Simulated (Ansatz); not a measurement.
# Ga2H2 (triplet): PBE, r2SCAN, PBE0, B3LYP, wB97M-V over vertical spin and charge gaps, cc-pVDZ

Aim: run Ga2H2 (triplet) with these functionals over vertical spin and charge gaps, and hold them against the top wave-function level at the same points.

Computed with Ansatz 0.2.0, Gaussian basis. Level: cc-pVDZ, all electrons in the functionals.

Plan: PBE, r2SCAN, PBE0, B3LYP, wB97M-V, at charge 0, triplet; charge 0, singlet; charge 0, quintet; charge 1, doublet; charge 1, quartet.

14 further runs of the same task are left out: 8 for a known fault of the program, 6 set aside as unsound or not needed.

**1. The system**

The geometry is a PBE0/def2-TZVP stationary point (not a proven minimum). No spin-orbit coupling is included. The filled d shell of Ga may be among the frozen orbitals whatever the setting's name suggests; the logs give the count.

4 atoms, charge 0, spin multiplicity 3.

Atoms are counted from 1 here; the program's logs count them from 0.

Bond lengths: Ga1–Ga2 2.482 Å, Ga1–H3 1.564 Å, Ga1–H4 1.564 Å. Angles: Ga2–Ga1–H3 114.7°, Ga2–Ga1–H4 114.7°, H3–Ga1–H4 130.7°.

No dispersion term is added; wB97M-V holds VV10 nonlocal correlation. B3LYP takes the VWN-RPA correlation.

The geometry shown and the zero of energy belong to the point charge 0, triplet. The yardstick, UCCSDTQ, and other wave-function levels (R restricted, U unrestricted, valence and pair active spaces) come from earlier runs.

**2. PBE, charge 0, triplet**

Contents of in.yaml:

```yaml
crystal:
  periodic: [false, false, false]
  atoms:
    - {symbol: Ga, position_ang: [0.000000, 0.000000, -1.214166]}
    - {symbol: Ga, position_ang: [0.000000, 0.000000, 1.268134]}
    - {symbol: H, position_ang: [0.000000, 1.421600, -1.866566]}
    - {symbol: H, position_ang: [0.000000, -1.421600, -1.866566]}
basis:
  gaussian: {orbitals: cc-pVDZ}
magnetization: {spin_polarized: true, initial_magnetization: 2}
hamiltonian: {xc: {name: PBE}}
output: {orbitals: {seedname: orbitals}}
```

The run is started by

```sh
$ ansatz run in.yaml --threads 1 --pin off --events-out ev --progress --plain --max-ram 4096MiB --backend cpu
```

After this run come: PBE, charge 0, singlet; PBE, charge 0, quintet; PBE, charge 1, doublet; PBE, charge 1, quartet; r2SCAN, charge 0, triplet; r2SCAN, charge 0, singlet; r2SCAN, charge 0, quintet; r2SCAN, charge 1, doublet; r2SCAN, charge 1, quartet; PBE0, charge 0, triplet; PBE0, charge 0, singlet; PBE0, charge 0, quintet; PBE0, charge 1, doublet; PBE0, charge 1, quartet; B3LYP, charge 0, triplet; B3LYP, charge 0, singlet; B3LYP, charge 0, quintet; B3LYP, charge 1, doublet; B3LYP, charge 1, quartet; wB97M-V, charge 0, triplet; wB97M-V, charge 0, singlet; wB97M-V, charge 0, quintet; wB97M-V, charge 1, doublet; wB97M-V, charge 1, quartet.

Q: Predict the results of all the runs planned. Wanted: triplet to singlet, UCCSDTQ; triplet to quintet, UCCSDTQ; ionisation to the doublet cation, UCCSDTQ; ionisation to the quartet cation, UCCSDTQ; largest miss, PBE; largest miss, r2SCAN; largest miss, PBE0; largest miss, B3LYP; largest miss, wB97M-V.

As calculated:

```
                                 quantity                                         value
              triplet to singlet, UCCSDTQ                                     -0.140 eV
              triplet to quintet, UCCSDTQ                                      4.232 eV
ionisation to the doublet cation, UCCSDTQ                                      6.504 eV
ionisation to the quartet cation, UCCSDTQ                                     10.657 eV
                        largest miss, PBE                +0.620 eV (triplet to quintet)
                     largest miss, r2SCAN  +0.304 eV (ionisation to the doublet cation)
                       largest miss, PBE0                +0.429 eV (triplet to quintet)
                      largest miss, B3LYP                +0.833 eV (triplet to quintet)
                    largest miss, wB97M-V                +0.672 eV (triplet to quintet)
                   largest miss, RCCSD(T)                -0.023 eV (triplet to singlet)
                   largest miss, UCCSD(T)  -0.014 eV (ionisation to the doublet cation)
```

**Reading.** Of the functionals, r2SCAN keep the smallest largest miss at the points compared (at most 0.304 eV) and B3LYP strays most (0.833 eV, at triplet to quintet). PBE, r2SCAN, PBE0, B3LYP clearly break the spin symmetry at some points (⟨S²⟩ up to 0.71 above the pure value), so energy there is bought with a mixed spin. Functionals and the yardstick converge differently with the basis, so part of each miss in cc-pVDZ is the basis.
